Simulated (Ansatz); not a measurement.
# FH4OPSi: the cost of one run

Method: UKS PBE-D4/STO-3G, in Ansatz 0.2.0.

### Step 1. Starting point

Bond lengths: F1–Si2 1.538 Å, Si2–O3 1.663 Å, O3–P4 1.707 Å, Si2–H5 1.495 Å, Si2–H6 1.487 Å, P4–H7 1.445 Å, P4–H8 1.417 Å. Angles: F1–Si2–O3 106.5°, F1–Si2–H5 108.8°, F1–Si2–H6 108.4°, O3–Si2–H5 111.1°, O3–Si2–H6 111.9°, H5–Si2–H6 109.9°, Si2–O3–P4 110.2°, O3–P4–H7 95.6°, O3–P4–H8 95.6°, H7–P4–H8 93.5°.

Structure file:

```xyz
8

F    -1.7489    1.7193   -0.4925
Si   -0.4295    1.0986   -0.0033
O    -0.3787   -0.4472   -0.6131
P     1.0487   -1.2342   -0.1078
H     0.7096    1.9173   -0.5192
H    -0.4278    1.1096    1.4840
H     0.4730   -1.8192    1.0818
H     0.8458   -2.4014   -0.8857
```

### Step 2. End point A

input.yaml

```yaml
crystal:
  periodic: [false, false, false]
  atoms:
    - { symbol: F, position_ang: [-1.7489, 1.7193, -0.4925] }
    - { symbol: Si, position_ang: [-0.4295, 1.0986, -0.0033] }
    - { symbol: O, position_ang: [-0.3787, -0.4472, -0.6131] }
    - { symbol: P, position_ang: [1.0487, -1.2342, -0.1078] }
    - { symbol: H, position_ang: [0.7096, 1.9173, -0.5192] }
    - { symbol: H, position_ang: [-0.4278, 1.1096, 1.484] }
    - { symbol: H, position_ang: [0.473, -1.8192, 1.0818] }
    - { symbol: H, position_ang: [0.8458, -2.4014, -0.8857] }
magnetization:
  spin_polarized: true
basis:
  gaussian: { orbitals: STO-3G }
hamiltonian:
  xc: pbe
  dispersion: d4
relax:
  f_tol: 0.02
  max_steps: 50
```

Launch:

```console
$ ansatz run input.yaml --threads 1 --pin off --max-ram 2048MiB --backend cpu --events-out ev --progress --plain --runs-dir out
```

**Question.** How long does this run take on 1 thread of Intel Xeon at 2.70GHz, shared host, and how much memory does it need?

About 32 s, with a peak of 0.17 GiB.
